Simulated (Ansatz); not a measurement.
# NaI3: the cost of one run

Computed with Ansatz 0.2.0 (reference: DFT r2SCAN, plane waves, PAW, scalar-relativistic, no spin polarisation, unless a step's input says otherwise).

**1. Starting point**

Symmetry: P6_3/mcm, No. 193, hexagonal system. Conventional cell: a = 7.165 Å, b = 7.165 Å, c = 6.532 Å, α = 90.00°, β = 90.00°, γ = 120.00°. I (site symmetry m2m) has 2 Na at 2.80 Å as nearest neighbours. Na (site symmetry -3m) is surrounded by 6 I at 2.80 Å.

Structure file:

```
I Na
1.0
     7.16527    0.00000    0.00000
    -3.58263    6.20530    0.00000
     0.00000    0.00000    6.53177
I Na
6 2
Direct
  0.31705 0.00000 0.25000
  0.31705 0.31705 0.75000
  0.00000 0.31705 0.25000
  0.68295 0.00000 0.75000
  0.68295 0.68295 0.25000
  0.00000 0.68295 0.75000
  0.00000 0.00000 0.00000
  0.00000 0.00000 0.50000
```

**2. The reference run**

input.yaml

```yaml
crystal:
  lattice:
    - [7.165267, 0.0, 0.0]
    - [-3.582633, 6.205306, 0.0]
    - [0.0, 0.0, 6.531774]
  atoms:
    - { symbol: I, position: [0.31705, 0.0, 0.25] }
    - { symbol: I, position: [0.31705, 0.31705, 0.75] }
    - { symbol: I, position: [0.0, 0.31705, 0.25] }
    - { symbol: I, position: [0.68295, 0.0, 0.75] }
    - { symbol: I, position: [0.68295, 0.68295, 0.25] }
    - { symbol: I, position: [0.0, 0.68295, 0.75] }
    - { symbol: Na, position: [0.0, 0.0, 0.0] }
    - { symbol: Na, position: [0.0, 0.0, 0.5] }
  symmetry: { tolerance: 0.0003 }
kpoints:
  mp_grid: { grid: [3, 3, 3], shift: [0, 0, 0] }
magnetization:
  spin_polarized: false
scf:
  occupations: { method: fermi_dirac, width: 0.0106 }
hamiltonian:
  pseudopotentials: { kind: paw }
  xc: r2scan
basis:
  ecutwfc: 500
output:
  forces: true
  stress: true
  eigenvalues: true
```

Run with:

```sh
ansatz run input.yaml --threads 1 --pin off --max-ram 2560MiB --backend cpu --events-out ev --progress --plain --runs-dir out
```

What time and memory should one allow on 1 thread of AMD EPYC 7R43 (Zen 3), shared host?

About 21 s, with a peak of 1.2 GiB.
